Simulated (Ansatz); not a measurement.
# GaH3O (built from SMILES [OH][GaH2]): a reaction path by the nudged elastic band

What path joins these two structures, and how high does it climb? Both ends were relaxed at PBE0-D4 in triple zeta. A second band with other settings follows.

Program: Ansatz 0.2.0, Gaussian basis. Level of theory: PBE0-D4/def2-SVP. These are calculated values, not measurements.

17 further runs of the same task are left out: 1 that didn't finish, 16 set aside as unsound or not needed.

### Step 1. Starting geometry

The first end: 5 atoms, charge 0, spin multiplicity 1.

Atoms are counted from 1 here; the program's logs count them from 0.

Bond lengths: Ga1–H2 1.565 Å, Ga1–O3 1.788 Å, Ga1–H5 1.556 Å, O3–H4 0.959 Å. Angles: H2–Ga1–O3 117.5°, H2–Ga1–H5 128.8°, O3–Ga1–H5 113.8°, Ga1–O3–H4 114.1°.

As a file:

| atom | x (Å) | y (Å) | z (Å) |
| --- | --- | --- | --- |
| Ga1 | -0.3497 | 0.3166 | 0.2828 |
| H2 | -1.4995 | 0.4446 | -0.7718 |
| O3 | 1.0812 | -0.6545 | -0.1713 |
| H4 | 1.0333 | -1.0348 | -1.0505 |
| H5 | -0.2653 | 0.9281 | 1.7109 |

The second end:

```xyz
5
GaH3O
Ga    0.4980    0.4645    1.5874
H    -0.9275   -0.7260   -2.6539
O     0.5145   -0.2277    0.1015
H    -0.5699   -0.6177   -2.0037
H     0.4848    1.1069    2.9687
```

### Step 2. The band at PBE0-D4/def2-SVP

Contents of neb/in.yaml:

```yaml
crystal:
  periodic: [false, false, false]
  atoms:
    - {symbol: Ga, position_ang: [-0.349716, 0.316558, 0.282769]}
    - {symbol: H, position_ang: [-1.499509, 0.444565, -0.771844]}
    - {symbol: O, position_ang: [1.081211, -0.654476, -0.171311]}
    - {symbol: H, position_ang: [1.033304, -1.034757, -1.050507]}
    - {symbol: H, position_ang: [-0.265289, 0.928110, 1.710892]}
basis:
  gaussian: {orbitals: def2-SVP}
hamiltonian: {xc: pbe0, dispersion: d4}
neb:
  images: 5
  climbing: true
  max_iterations: 40
  initial_path: idpp
  final_atoms:
    - {symbol: Ga, position_ang: [0.498030, 0.464537, 1.587425]}
    - {symbol: H, position_ang: [-0.927508, -0.726009, -2.653882]}
    - {symbol: O, position_ang: [0.514503, -0.227724, 0.101497]}
    - {symbol: H, position_ang: [-0.569854, -0.617714, -2.003726]}
    - {symbol: H, position_ang: [0.484831, 1.106909, 2.968687]}
```

Run with:

```
$ ansatz run in.yaml --threads 2 --pin off --events-out ev --progress --plain --max-ram 4352MiB
```

The log of the run (excerpt; [...] marks lines left out):

```text
Functional definition: PBE0
  name "PBE0"
  cite "Adamo & Barone, J. Chem. Phys. 110, 6158 (1999) doi:10.1063/1.478522"
  cite "Perdew, Burke & Ernzerhof, Phys. Rev. Lett. 77, 3865 (1996) doi:10.1103/PhysRevLett.77.3865"
  parent pbe
[...]
644 factors; integrals over basis functions are off by at most 2.6e-4 eV
[...]
mean field -54456.63163833 eV, -2001.2443006778 hartree, gradient 2.4e-5 eV, S^2 0.000000; 0 other end points of the search recorded, 0 dependent functions left out
[...]
reference -54456.63166419 eV, -2001.2443016282 hartree; 21, 21 occupied and 40, 40 virtual orbitals, 644 factors
[... from here to the last solve, the lines of the solves are left out (129 solves) ...]
WARN: NEB end point (image 0): max|allowed force component| = 1.760e-1 eV/Å (the criterion of neb.relax_end_points is 1.000e-2). That is over neb.f_tol: it is no minimum, so the barrier can be far off. Relax it first
WARN: NEB end point (image 6): max|allowed force component| = 4.727e-1 eV/Å (the criterion of neb.relax_end_points is 1.000e-2). That is over neb.f_tol: it is no minimum, so the barrier can be far off. Relax it first
NEB iter   1: max|band force component| = 4.591e0 eV/Å  barrier→ = 6.7383 eV  barrier← = 4.4463 eV  Δτ_max = 0.2000 Å  (176 SCF iters)
[...]
NEB iter   5: max|band force component| = 4.246e0 eV/Å  barrier→ = 3.8150 eV  barrier← = 1.5230 eV  Δτ_max = 0.1016 Å  (137 SCF iters)
[...]
NEB iter   9: max|band force component| = 7.924e-1 eV/Å  barrier→ = 2.8118 eV  barrier← = 0.5199 eV  Δτ_max = 0.0976 Å  (129 SCF iters)
[...]
NEB iter  13: max|band force component| = 1.419e0 eV/Å  barrier→ = 3.1214 eV  barrier← = 0.8294 eV  CI = image 2  Δτ_max = 0.0961 Å  (135 SCF iters)
[...]
NEB iter  17: max|band force component| = 8.342e-2 eV/Å  barrier→ = 2.9974 eV  barrier← = 0.7054 eV  CI = image 2  Δτ_max = 0.0136 Å  (108 SCF iters)
NEB iter  18: max|band force component| = 6.821e-2 eV/Å  barrier→ = 2.9972 eV  barrier← = 0.7052 eV  CI = image 2  Δτ_max = 0.0069 Å  (119 SCF iters)
[...]
NEB iter  19: max|band force component| = 1.049e-2 eV/Å  barrier→ = 2.9972 eV  barrier← = 0.7052 eV  CI = image 2  Δτ_max = 0.0000 Å  (863 SCF iters)
Total energy: -54453.68033468 eV, -2001.1358422694 hartree
Atom 0 at     0.226880     0.173898     0.643078 Å, force     0.004456    -0.005917    -0.009400 eV/Å
Atom 1 at    -0.910485     0.035531    -0.989797 Å, force     0.002188    -0.002520     0.000563 eV/Å
Atom 2 at     1.169112    -0.805432    -0.378815 Å, force    -0.005322     0.005114     0.007675 eV/Å
Atom 3 at    -0.086007    -0.429567    -1.031929 Å, force    -0.001225    -0.000115    -0.006537 eV/Å
Atom 4 at    -0.399499     1.025569     1.757461 Å, force    -0.000097     0.003437     0.007700 eV/Å
Dipole moment:    -0.373375     0.443441     0.525374 e Å
```

It took 91 s on 2 threads, shared host.

The last band:

| image | path (Å) | energy (kcal/mol) | H2–H4 (Å) | Ga1–H2 (Å) | O3–H4 (Å) |
| --- | --- | --- | --- | --- | --- |
| 0 | 0.00 | 0.0 | 2.95 | 1.57 | 0.96 |
| 1 | 0.84 | 13.9 | 1.88 | 1.60 | 0.98 |
| 2 | 1.68 | 69.1 | 0.95 | 1.99 | 1.46 |
| 3 | 2.60 | 54.0 | 0.77 | 2.80 | 2.45 |
| 4 | 3.53 | 53.3 | 0.76 | 3.57 | 2.53 |
| 5 | 4.45 | 52.9 | 0.76 | 4.11 | 2.36 |
| 6 | 5.37 | 52.9 | 0.75 | 4.63 | 2.40 |

The highest image, 2:

```
Ga    0.22688    0.17390    0.64308
H    -0.91048    0.03553   -0.98980
O     1.16911   -0.80543   -0.37882
H    -0.08601   -0.42957   -1.03193
H    -0.39950    1.02557    1.75746
```

### Step 3. The band at PBE0-D4/def2-SVPD, other settings

neb/in.yaml: that of step 2 with these lines changed.

```diff
@@ -9,3 +9,3 @@
 basis:
-  gaussian: {orbitals: def2-SVP}
+  gaussian: {orbitals: def2-SVPD}
 hamiltonian: {xc: pbe0, dispersion: d4}
@@ -16,2 +16,3 @@
   initial_path: idpp
+  max_displacement: 0.3
   final_atoms:
```

Run with:

```
$ ansatz run in.yaml --threads 2 --pin off --events-out ev --progress --plain --max-ram 4352MiB
```

The log of the run (excerpt; [...] marks lines left out):

```text
[... 5 set-up lines as earlier in the session ...]
[...]
872 factors; integrals over basis functions are off by at most 3.3e-4 eV
[...]
mean field -54456.96896143 eV, -2001.2566970731 hartree, gradient 2.3e-5 eV, S^2 0.000000; 0 other end points of the search recorded, 0 dependent functions left out
[...]
reference -54456.96899211 eV, -2001.2566982006 hartree; 21, 21 occupied and 64, 64 virtual orbitals, 872 factors
[... from here to the last solve, the lines of the solves are left out (126 solves) ...]
WARN: NEB end point (image 0): max|allowed force component| = 2.370e-1 eV/Å (the criterion of neb.relax_end_points is 1.000e-2). That is over neb.f_tol: it is no minimum, so the barrier can be far off. Relax it first
[...]
WARN: NEB end point (image 6): max|allowed force component| = 4.791e-1 eV/Å (the criterion of neb.relax_end_points is 1.000e-2). That is over neb.f_tol: it is no minimum, so the barrier can be far off. Relax it first
[...]
NEB iter   9: max|band force component| = 7.351e-1 eV/Å  barrier→ = 2.8812 eV  barrier← = 0.4885 eV  Δτ_max = 0.1337 Å  (131 SCF iters)
[...]
NEB iter  13: max|band force component| = 1.468e0 eV/Å  barrier→ = 2.9351 eV  barrier← = 0.5424 eV  CI = image 2  Δτ_max = 0.0741 Å  (134 SCF iters)
[...]
NEB iter  17: max|band force component| = 9.860e-2 eV/Å  barrier→ = 3.0448 eV  barrier← = 0.6521 eV  CI = image 2  Δτ_max = 0.0136 Å  (126 SCF iters)
[...]
NEB iter  18: max|band force component| = 1.780e-2 eV/Å  barrier→ = 3.0448 eV  barrier← = 0.6520 eV  CI = image 2  Δτ_max = 0.0000 Å  (936 SCF iters)
Total energy: -54453.97008794 eV, -2001.1464905054 hartree
Atom 0 at     0.220689     0.178554     0.637929 Å, force    -0.014803     0.004720     0.016400 eV/Å
Atom 1 at    -0.911097     0.029655    -0.982975 Å, force     0.003766     0.001242    -0.002740 eV/Å
Atom 2 at     1.181718    -0.799367    -0.378932 Å, force     0.013188    -0.007927    -0.016566 eV/Å
Atom 3 at    -0.086257    -0.428710    -1.033986 Å, force    -0.003042    -0.001902     0.003793 eV/Å
Atom 4 at    -0.405052     1.019868     1.757964 Å, force     0.000891     0.003867    -0.000887 eV/Å
Dipole moment:    -0.455937     0.500674     0.560094 e Å
```

Run time: 2.5 min. Hardware: 2 threads, shared host.

The last band:

| image | path (Å) | energy (kcal/mol) | H2–H4 (Å) | Ga1–H2 (Å) | O3–H4 (Å) |
| --- | --- | --- | --- | --- | --- |
| 0 | 0.00 | 0.0 | 2.95 | 1.57 | 0.96 |
| 1 | 0.84 | 14.2 | 1.87 | 1.60 | 0.98 |
| 2 | 1.68 | 70.2 | 0.95 | 1.98 | 1.47 |
| 3 | 2.63 | 55.8 | 0.77 | 2.78 | 2.50 |
| 4 | 3.58 | 55.4 | 0.76 | 3.58 | 2.62 |
| 5 | 4.52 | 55.1 | 0.77 | 4.12 | 2.38 |
| 6 | 5.47 | 55.2 | 0.75 | 4.63 | 2.40 |

The highest image, 2:

```xyz
5
GaH3O
Ga    0.2207    0.1786    0.6379
H    -0.9111    0.0297   -0.9830
O     1.1817   -0.7994   -0.3789
H    -0.0863   -0.4287   -1.0340
H    -0.4051    1.0199    1.7580
```

### Step 4. Results

| quantity | value |
| --- | --- |
| PBE0-D4/def2-SVP, 19 iterations | highest 69.1 kcal/mol (image 2), last end +52.9 kcal/mol |
| PBE0-D4/def2-SVPD, 18 iterations | highest 70.2 kcal/mol (image 2), last end +55.2 kcal/mol |
| from earlier runs: barrier over the separately found saddle, CCSD(T)/def2-TZVPP | 70.0 kcal/mol |

**Reading.** The highest image lies 69.1 kcal/mol above the first end, and it climbed, so it estimates the saddle. The ends are not quite minima at this level (largest force component 0.47 eV/Å), so the heights are unreliable: relaxing the first end would lower it and raise the barrier above it. The highest image is 0.9 kcal/mol below the CCSD(T) barrier in triple zeta, which comes from separate runs on the saddle. The second band's highest image lies at 70.2 kcal/mol; the levels differ.
